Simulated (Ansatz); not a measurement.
**Ni (Nickel): how the settings move a single-point run**

Question: which choices in the input matter for Ni (Nickel)?

Program: Ansatz 0.2.0. Level of theory: reference: DFT, LDA, PAW with Ansatz's default frozen-core files, scalar-relativistic. These are calculated values, not measurements.

### 1 The structure to begin with

Symmetry: Fm-3m, No. 225, cubic system. Conventional cell: a = 3.524 Å, b = 3.524 Å, c = 3.524 Å, α = 90.00°, β = 90.00°, γ = 90.00°. Around Ni (site symmetry m-3m) lie 12 Ni at 2.49 Å.

As a file:

```cif
data_structure
_symmetry_space_group_name_H-M 'P 1'
_symmetry_Int_Tables_number 1
_cell_length_a 2.4918
_cell_length_b 2.4918
_cell_length_c 3.5239
_cell_angle_alpha 90.000
_cell_angle_beta 90.000
_cell_angle_gamma 90.000
_cell_volume 21.88
loop_
_atom_site_label
_atom_site_type_symbol
_atom_site_fract_x
_atom_site_fract_y
_atom_site_fract_z
_atom_site_occupancy
Ni1 Ni 0.00000 0.00000 0.00000 1
Ni2 Ni 0.50000 0.50000 0.50000 1
```

### 2 Baseline

input.yaml

```yaml
crystal:
  lattice:
    - [0.0, -1.761935, 1.761935]
    - [0.0, 1.761935, 1.761935]
    - [-3.52387, 0.0, 0.0]
  atoms:
    - { symbol: Ni, position: [0.0, 0.0, 0.0] }
    - { symbol: Ni, position: [0.5, 0.5, 0.5] }
kpoints:
  mp_grid: { grid: [12, 12, 9] }
scf:
  occupations: { method: fermi_dirac, width: 0.1 }
  lower_state_search: "off"
hamiltonian:
  xc: lda
  pseudopotentials: { kind: paw }
output:
  forces: true
  stress: true
  eigenvalues: true
  write_density: true
  write_potential: true
  elf: true
  volumetric_format: npy
```

On the command line:

```bash
> ansatz run input.yaml --threads 1 --pin off --max-ram 3072MiB --backend cpu --events-out ev --progress --plain --runs-dir out
```

### 3 Changing settings: hubbard.sites [{species: Ni, l: d, u_eff: 2.0}], hubbard.double_counting fll

input.yaml: that of step 2 with these lines changed.

```diff
@@ -16,2 +16,3 @@
   pseudopotentials: { kind: paw }
+  hubbard: { sites: [{ species: Ni, l: d, u_eff: 2.0 }], double_counting: fll }
 output:
```

Q: Predict the outcome of this session. Wanted: for each run, ending; energy change; pressure; gap; force.

As calculated:

```tsv
run	ending	energy change	pressure (GPa)	gap (eV)	force (eV/Å)	cycles	time
reference	converged	0	-18.4	0.00	0.00	6	4.5 s
1: hubbard.sites [{species: Ni, l: d, u_eff: 2.0}], hubbard.double_counting fll	converged	+1.01 eV/atom (U changed: no physical gain or loss)	-18.8	0.00	0.00	8	8.6 s
```

Residual by cycle in the longest SCF loop of each run; runs are numbered as in the table. The quantity is the density residual dr2, in eV.

```tsv
cycle	reference	run 1
1	0.069	0.231
2	0.00778	0.0192
3	7.5e-5	0.179
4	4.8e-7	0.0109
5	3.2e-8	0.00137
6	2.8e-9	5.4e-6
7	-	7.7e-9
8	-	9.6e-10
```

**Reading.** Changing the Hubbard U moves the energy by +1.01 eV/atom, and the pressure goes from -18.4 to -18.8 GPa. The U term adds an energy of its own, so the shift says nothing about which run is better. Cost: 8 SCF cycles against 6, 8.6 s against 4.5 s. A changed U is a change of model: its shifts are not errors of convergence. The cell is not at rest: the sound run finds -18 GPa, so these are no properties of the crystal at its own volume. 

Real Ni is ferromagnetic; without spin these runs don't describe its ground state.
